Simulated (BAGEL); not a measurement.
**UHF/STO-3G (density fitting with qzvpp-jkfit) run of CH5AsB (SMILES C[B][AsH2])**

Aim: the vertical doublet–quartet gap of CH5AsB at UHF/STO-3G (density fitting with qzvpp-jkfit), from 2 runs. 

The results are computed with BAGEL 1.2.2.

1 further run of the same task is left out (it didn't finish). Runs told in other sessions of the task aren't counted.

## 1. The structure to begin with

The species is CH5AsB (8 atoms), meant as a doublet with charge 0. As SMILES, `C[B][AsH2]`. Geometry: a GFN2-xTB relaxation, a rough one for these elements and not checked as a minimum. This is one conformer, not always the lowest.

Bond lengths: C1–B2 1.555 Å, B2–As3 1.953 Å, C1–H4 1.093 Å, C1–H5 1.094 Å, C1–H6 1.092 Å, As3–H7 1.503 Å, As3–H8 1.519 Å. Angles: C1–B2–As3 132.0°, B2–C1–H4 108.5°, B2–C1–H5 112.3°, B2–C1–H6 115.7°, B2–As3–H7 94.8°, B2–As3–H8 97.6°, H4–C1–H5 106.4°, H4–C1–H6 106.5°, H5–C1–H6 106.9°, H7–As3–H8 89.5°.

## 2. A single-point energy at UHF/STO-3G (density fitting with qzvpp-jkfit)

File input.json:

```json
{ "bagel": [

{
  "title": "molecule",
  "basis": "sto-3g",
  "df_basis": "qzvpp-jkfit",
  "angstrom": true,
  "geometry": [
    { "atom": "C", "xyz": [   -0.532620,    1.184070,   -0.330600 ] },
    { "atom": "B", "xyz": [   -0.561790,   -0.256990,    0.253360 ] },
    { "atom": "As", "xyz": [    0.546980,   -1.827430,   -0.089970 ] },
    { "atom": "H", "xyz": [   -0.817590,    1.136870,   -1.385170 ] },
    { "atom": "H", "xyz": [    0.468660,    1.623330,   -0.300020 ] },
    { "atom": "H", "xyz": [   -1.207910,    1.900140,    0.141950 ] },
    { "atom": "H", "xyz": [    1.799990,   -1.223220,    0.478830 ] },
    { "atom": "H", "xyz": [    0.304270,   -2.536750,    1.231610 ] }
  ]
},
{ "title": "uhf", "nopen": 1 },
{ "title": "print", "file": "orbitals.molden", "orbitals": true }

]}
```

Started as:

```console
$ BAGEL_NUM_THREADS=1 BAGEL input.json > input.out
```

The log of the run:

```text
* using 1 threads per process

  ===============================================================
  ===============================================================

  *** Geometry ***

  { "atom" : "C", "xyz" : [     -1.006506,      2.237568,     -0.624743 ] },
  { "atom" : "B", "xyz" : [     -1.061629,     -0.485641,      0.478781 ] },
  { "atom" : "As", "xyz" : [      1.033642,     -3.453342,     -0.170019 ] },
  { "atom" : "H", "xyz" : [     -1.545021,      2.148373,     -2.617592 ] },
  { "atom" : "H", "xyz" : [      0.885639,      3.067649,     -0.566956 ] },
  { "atom" : "H", "xyz" : [     -2.282619,      3.590744,      0.268247 ] },
  { "atom" : "H", "xyz" : [      3.401488,     -2.311551,      0.904858 ] },
  { "atom" : "H", "xyz" : [      0.574987,     -4.793763,      2.327406 ] },

  Number of auxiliary basis functions:      506

  Since a DF basis is specified, we compute 2- and 3-index integrals:
    o Being stored without compression. Storage requirement is 0.004 GB

  Number of basis functions:       33
  Number of electrons      :       49

    * METHOD: MOLECULE                             0.11

  *** Open-shell HF ***

  === Nuclear Repulsion ===
   142.8979522940

      * DIIS with orbital gradients will be used.

  === UHF iteration (sto-3g) ===
      0      -2273.85137655          0.01360973           0.02
      1      -2273.89187170          0.00493782           0.02
      2      -2273.89828237          0.00211785           0.02
      3      -2273.89995759          0.00037479           0.02
      4      -2273.90008538          0.00016077           0.02
      5      -2273.90013135          0.00010971           0.02
      6      -2273.90015751          0.00007643           0.02
      7      -2273.90016407          0.00003812           0.02
      8      -2273.90016755          0.00001931           0.02
      9      -2273.90017097          0.00000538           0.02
     10      -2273.90017128          0.00000198           0.02
     11      -2273.90017133          0.00000092           0.02
     12      -2273.90017134          0.00000033           0.02
     13      -2273.90017135          0.00000017           0.02
     14      -2273.90017135          0.00000013           0.02
     15      -2273.90017135          0.00000010           0.02
     16      -2273.90017135          0.00000005           0.02
     17      -2273.90017135          0.00000002           0.02
     18      -2273.90017135          0.00000001           0.02
     19      -2273.90017135          0.00000001           0.02
    * SCF iteration converged.

    * S^2 (UHF) is 0.7544

    * Permanent dipole moment:
           (    0.026505,    -0.274691,    -0.237512) a.u.

    * METHOD: UHF                                  0.50

    * METHOD: PRINT                                0.00

  ===============================================================
```

Wall time 0.76 s (1 thread of AMD EPYC 9B45 (Zen 5), shared host).

## 3. The quartet

File input.json:

```json
{ "bagel" : [

{
  "title" : "molecule",
  "basis" : "sto-3g",
  "df_basis" : "qzvpp-jkfit",
  "angstrom" : true,
  "geometry" : [
    { "atom" : "C", "xyz" : [      -0.532620,       1.184070,      -0.330600 ] },
    { "atom" : "B", "xyz" : [      -0.561790,      -0.256990,       0.253360 ] },
    { "atom" : "As", "xyz" : [       0.546980,      -1.827430,      -0.089970 ] },
    { "atom" : "H", "xyz" : [      -0.817590,       1.136870,      -1.385170 ] },
    { "atom" : "H", "xyz" : [       0.468660,       1.623330,      -0.300020 ] },
    { "atom" : "H", "xyz" : [      -1.207910,       1.900140,       0.141950 ] },
    { "atom" : "H", "xyz" : [       1.799990,      -1.223220,       0.478830 ] },
    { "atom" : "H", "xyz" : [       0.304270,      -2.536750,       1.231610 ] }
  ]
},

{
  "title" : "uhf",
  "nopen" : 3
},

{
  "title" : "print",
  "file" : "orbitals.molden",
  "orbitals" : true
}

]}
```

Started as:

```console
$ BAGEL_NUM_THREADS=1 BAGEL input.json > input.out
```

The log of the run:

```text
* using 1 threads per process

  ===============================================================
  ===============================================================

  *** Geometry ***

  { "atom" : "C", "xyz" : [     -1.006506,      2.237568,     -0.624743 ] },
  { "atom" : "B", "xyz" : [     -1.061629,     -0.485641,      0.478781 ] },
  { "atom" : "As", "xyz" : [      1.033642,     -3.453342,     -0.170019 ] },
  { "atom" : "H", "xyz" : [     -1.545021,      2.148373,     -2.617592 ] },
  { "atom" : "H", "xyz" : [      0.885639,      3.067649,     -0.566956 ] },
  { "atom" : "H", "xyz" : [     -2.282619,      3.590744,      0.268247 ] },
  { "atom" : "H", "xyz" : [      3.401488,     -2.311551,      0.904858 ] },
  { "atom" : "H", "xyz" : [      0.574987,     -4.793763,      2.327406 ] },

  Number of auxiliary basis functions:      506

  Since a DF basis is specified, we compute 2- and 3-index integrals:
    o Being stored without compression. Storage requirement is 0.004 GB

  Number of basis functions:       33
  Number of electrons      :       49

    * METHOD: MOLECULE                             0.11

  *** Open-shell HF ***

  === Nuclear Repulsion ===
   142.8979522940

      * DIIS with orbital gradients will be used.

  === UHF iteration (sto-3g) ===
      0      -2273.63634982          0.01805766           0.02
      1      -2273.70308717          0.00669571           0.02
      2      -2273.71595393          0.00353846           0.02
      3      -2273.72100841          0.00093647           0.02
      4      -2273.72148376          0.00042254           0.02
      5      -2273.72163809          0.00018166           0.02
      6      -2273.72166963          0.00010258           0.02
      7      -2273.72168180          0.00004986           0.02
      8      -2273.72168450          0.00002164           0.02
      9      -2273.72168511          0.00000702           0.02
     10      -2273.72168520          0.00000333           0.02
     11      -2273.72168524          0.00000137           0.02
     12      -2273.72168524          0.00000054           0.02
     13      -2273.72168525          0.00000034           0.02
     14      -2273.72168525          0.00000016           0.02
     15      -2273.72168525          0.00000008           0.02
     16      -2273.72168525          0.00000005           0.02
     17      -2273.72168525          0.00000002           0.02
     18      -2273.72168525          0.00000001           0.02
    * SCF iteration converged.

    * S^2 (UHF) is 3.7670

    * Permanent dipole moment:
           (   -1.065096,     1.727294,     0.126324) a.u.

    * METHOD: UHF                                  0.49

    * METHOD: PRINT                                0.00

  ===============================================================
```

Wall time 0.74 s (1 thread of AMD EPYC 9B45 (Zen 5), shared host).

## 4. Outcome

At UHF/STO-3G (density fitting with qzvpp-jkfit):

```
                                        quantity           value
                           doublet: total energy  -2273.90017 Eh
                          doublet: dipole moment          0.93 D
                                   doublet: ⟨S²⟩           0.754
                           quartet: total energy  -2273.72169 Eh
                          quartet: dipole moment          5.17 D
                                   quartet: ⟨S²⟩           3.767
vertical energy of the quartet above the doublet        4.857 eV
```

At this shape the quartet lies 4.86 eV (469 kJ/mol) above the doublet. In a minimal basis such a difference can be off by several eV, whatever the method.
